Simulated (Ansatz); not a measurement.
# C8H10: ionisation energy by level of theory

An exercise on one series of results from a longer session: the logs are not shown, and one member is left open.

Method: unrestricted cation, the program's frozen cores in correlated methods; program: Ansatz 0.2.0, Gaussian basis.

Plan: UKS PBE-D4/def2-TZVPP; UKS r2SCAN-D4/def2-TZVPP; UKS PBE0-D4/def2-TZVPP; UKS B3LYP-D4/def2-TZVPP; UKS wB97X-V/def2-TZVPP; UKS wB97M-V/def2-TZVPP; UKS B2PLYP/def2-TZVPP; UHF-CCSD(T)/def2-TZVPP; UHF-MP2/def2-QZVPP; extrapolation to the limit; then −ε(HOMO) from the neutral's earlier runs with LDA (SPW92), PBE-D4, revPBE-D4, BLYP-D4, r2SCAN-D4, B97M-V, PBE0-D4, B3LYP-D4, r2SCANh-D4, r2SCAN0-D4, HSE06-D4, BHLYP-D4, CAM-B3LYP-D4, LC-ωPBE, ωB97X-V, ωB97M-V.

## The geometry

All runs share one geometry, relaxed beforehand with PBE0-D4 in a triple-zeta def2 set.

SMILES `Cc1ccccc1C`, 18 atoms, charge 0, spin multiplicity 1.

Atoms are counted from 1 here; the program's logs count them from 0.

Bond lengths: C1–C2 1.497 Å, C1–H9 1.090 Å, C1–H10 1.094 Å, C1–H11 1.094 Å, C2–C3 1.390 Å, C2–C7 1.402 Å, C3–C4 1.386 Å, C3–H12 1.085 Å, C4–C5 1.384 Å, C4–H13 1.084 Å, C5–C6 1.386 Å, C5–H14 1.084 Å, C6–C7 1.390 Å, C6–H15 1.085 Å, C7–C8 1.497 Å, C8–H16 1.090 Å, C8–H17 1.094 Å, C8–H18 1.094 Å. Angles: C2–C1–H9 111.1°, C2–C1–H10 111.5°, C2–C1–H11 111.6°, H9–C1–H10 107.9°, H9–C1–H11 107.9°, H10–C1–H11 106.6°, C1–C2–C3 120.4°, C1–C2–C7 120.6°, C3–C2–C7 119.0°, C2–C3–C4 121.5°, C2–C3–H12 118.9°, C4–C3–H12 119.7°, C3–C4–C5 119.5°, C3–C4–H13 120.0°, C5–C4–H13 120.4°, C4–C5–C6 119.5°, C4–C5–H14 120.4°, C6–C5–H14 120.0° and more.

The first run:

Contents of in.yaml:

```yaml
crystal:
  periodic: [false, false, false]
  atoms:
    - {symbol: C, position_ang: [1.220368, -1.642543, 0.490217]}
    - {symbol: C, position_ang: [0.619779, -0.390525, -0.069008]}
    - {symbol: C, position_ang: [1.316654, 0.366850, -1.002798]}
    - {symbol: C, position_ang: [0.781959, 1.530067, -1.535056]}
    - {symbol: C, position_ang: [-0.472966, 1.951187, -1.130546]}
    - {symbol: C, position_ang: [-1.177334, 1.203256, -0.199559]}
    - {symbol: C, position_ang: [-0.651316, 0.035817, 0.340446]}
    - {symbol: C, position_ang: [-1.433005, -0.753149, 1.344183]}
    - {symbol: H, position_ang: [2.204758, -1.831085, 0.060671]}
    - {symbol: H, position_ang: [1.333454, -1.583224, 1.577035]}
    - {symbol: H, position_ang: [0.592046, -2.515219, 0.287963]}
    - {symbol: H, position_ang: [2.300757, 0.034998, -1.318039]}
    - {symbol: H, position_ang: [1.345492, 2.103189, -2.262241]}
    - {symbol: H, position_ang: [-0.905070, 2.858435, -1.536778]}
    - {symbol: H, position_ang: [-2.161799, 1.531171, 0.118656]}
    - {symbol: H, position_ang: [-2.392697, -0.279721, 1.553795]}
    - {symbol: H, position_ang: [-0.891418, -0.849452, 2.290065]}
    - {symbol: H, position_ang: [-1.629660, -1.770033, 0.991013]}
basis:
  gaussian: {orbitals: def2-TZVPP}
total_charge: 1
magnetization: {spin_polarized: true, initial_magnetization: 1}
hamiltonian: {xc: pbe, dispersion: d4}
```

The run is started by

```sh
$ ansatz run in.yaml --threads 2 --pin off --events-out ev --progress --plain --max-ram 32768MiB --backend cuda --devices 0, --max-vram 18GiB
```

Steps of the session up to this table: Cation, UKS PBE-D4/def2-TZVPP; Cation, UKS r2SCAN-D4/def2-TZVPP; Cation, UKS PBE0-D4/def2-TZVPP; Cation, UKS B3LYP-D4/def2-TZVPP; Cation, UKS wB97X-V/def2-TZVPP; Cation, UKS wB97M-V/def2-TZVPP; Cation, UKS B2PLYP (frozen core)/def2-TZVPP; Cation, UHF-CCSD(T)/def2-TZVPP; Cation, UHF-MP2/def2-QZVPP.

One of the session's tables, all rows but one given; the rest of the session is left out.

Orbital estimates, from the neutral's runs:

| functional | −ε(HOMO) (eV) |
| --- | --- |
| LDA (SPW92) | 5.97 |
| PBE-D4 | 5.80 |
| revPBE-D4 | 5.73 |
| BLYP-D4 | 5.62 |
| r2SCAN-D4 | 5.95 |
| B97M-V | 5.92 |
| PBE0-D4 | 6.76 |
| B3LYP-D4 | ? |
| r2SCANh-D4 | 6.32 |
| r2SCAN0-D4 | 6.87 |
| HSE06-D4 | 6.37 |
| BHLYP-D4 | 7.54 |
| CAM-B3LYP-D4 | 7.95 |
| LC-ωPBE | 9.23 |
| ωB97X-V | 8.89 |
| ωB97M-V | 8.83 |

Estimate the missing values for B3LYP-D4.

Worked estimate for «−ε(HOMO) (eV)». Against the share of exact exchange, BLYP-D4 (0, 5.62), BHLYP-D4 (0.5, 7.54) give a slope of 3.84 per unit share; at 0.2 the line stands at 6.39.

As computed: −ε(HOMO) (eV): 6.55. In «−ε(HOMO) (eV)» the line misses by -0.16.
